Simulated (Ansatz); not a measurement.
# Two structures of Hf: comparison of enthalpies under pressure from a Python script

One table from this session's results is given with a row withheld; the runs are named, their logs left out.

All numbers are computed with the Python package of Ansatz 0.2.0. Level of theory: DFT PBEsol, plane waves, PAW.

## The structure

Hf Pm-3m: It takes space group Pm-3m (No. 221, cubic). Conventional cell: a = 2.910 Å, b = 2.910 Å, c = 2.910 Å, α = 90.00°, β = 90.00°, γ = 90.00°. Around Hf (site symmetry m-3m) lie 6 Hf at 2.91 Å.

Hf Fd-3m: It takes space group Fd-3m (No. 227, cubic). Conventional cell: a = 6.150 Å, b = 6.150 Å, c = 6.150 Å, α = 90.00°, β = 90.00°, γ = 90.00°. Hf (site symmetry -43m) has 4 Hf at 2.66 Å as nearest neighbours.

The script holds or builds the structure itself.

Set-up of the first run:

Input file hf.py:

```python
"""Pressure at which two phases of Hf cross."""

import logging
import sys

import ansatz as az
import numpy as np

logging.basicConfig(stream=sys.stdout, format="%(levelname)s %(message)s")
log = logging.getLogger("hf")
log.setLevel(logging.INFO)

SETTINGS = {
    "functional": "pbesol",
    "cutoff": 520,
    "k_spacing": 0.14,
    "occupations": "gaussian",
    "sigma": 0.05,
}


def sc(a_site, a):
    return (
        az.Lattice.cubic(a)
        .space_group(221)
        .atom(a_site, (0, 0, 0))
    )


def diamond(first, a):
    return (
        az.Lattice.fcc(a)
        .space_group(227, origin_choice=1)
        .atom(first, (0, 0, 0))
        .primitive()
    )


def run_phase(name, crystal, pressure=0.0):
    calc = (
        crystal.calculation()
        .functional(SETTINGS["functional"])
        .basis(SETTINGS["cutoff"])
        .kpoints(spacing=SETTINGS["k_spacing"])
        .occupations(SETTINGS["occupations"], width=SETTINGS["sigma"])
    )
    calc = calc.relax(force_tolerance=0.01, max_steps=40, cell=True, pressure=pressure)
    return calc.run(threads=1)


def volume_per_atom(outcome):
    return abs(np.linalg.det(outcome.lattice.cell_ang)) / len(outcome.lattice.sites)

phases = {}
phases["sc"] = sc("Hf", 2.91)
phases["diamond"] = diamond("Hf", 6.15)

# H = E + PV, with 1 eV per cubic angstrom equal to 160.2 GPa
pressures = [0, 15, 30, 45]
enthalpy, volume = {name: [] for name in phases}, {name: [] for name in phases}
for p in pressures:
    for name, crystal in phases.items():
        o = run_phase(name, crystal, pressure=p)
        volume[name].append(volume_per_atom(o))
        enthalpy[name].append(o.report["energy_sigma0_ev"] / len(o.lattice.sites) + p * volume[name][-1] / 160.21766)
gap = np.array(enthalpy["diamond"]) - np.array(enthalpy["sc"])
rows = [(p, va, vb, 1000 * d) for p, va, vb, d in zip(pressures, volume["sc"], volume["diamond"], gap)]
log.info("   P (GPa)  V sc (A^3/atom)  V diamond (A^3/atom)  H(diamond) - H(sc) (meV/atom)")
for row in rows:
    log.info(f"{row[0]:10d}  {row[1]:15.3f}  {row[2]:20.3f}  {row[3]:+29.1f}")
crossings = [p0 - g0 * (p1 - p0) / (g1 - g0) for p0, p1, g0, g1 in zip(pressures, pressures[1:], gap, gap[1:]) if g0 * g1 < 0]
print("crossing near", [round(float(p), 1) for p in crossings], "GPa") if crossings else print("no crossing in this range")
```

Run with:

```
$ python hf.py
```

Among the steps run: Running it.

One table of the session follows, with a row left open; its other results are not shown here.

It belongs to the step «Run by run». Enthalpy H = E + pV of the second structure less the first:

```
pressure (GPa)  ΔH (meV/atom)
             0         1705.3
            15         2204.6
            30              ?
            45         2764.5
```

Q: Estimate the row for pressure (GPa) = 30 from the others.

Worked estimate for «ΔH (meV/atom)». A straight line through the neighbours (15, 2204.6) and (45, 2764.5) gives 2204.6 + (2764.5 − 2204.6) × (30 − 15) / (45 − 15) = 2484.6; a parabola fitted to 3 rows on both sides gives 2557.7.

**Answer.** ΔH (meV/atom): 2505.8. In «ΔH (meV/atom)» the line misses by -21.2 and the parabola by +51.9.
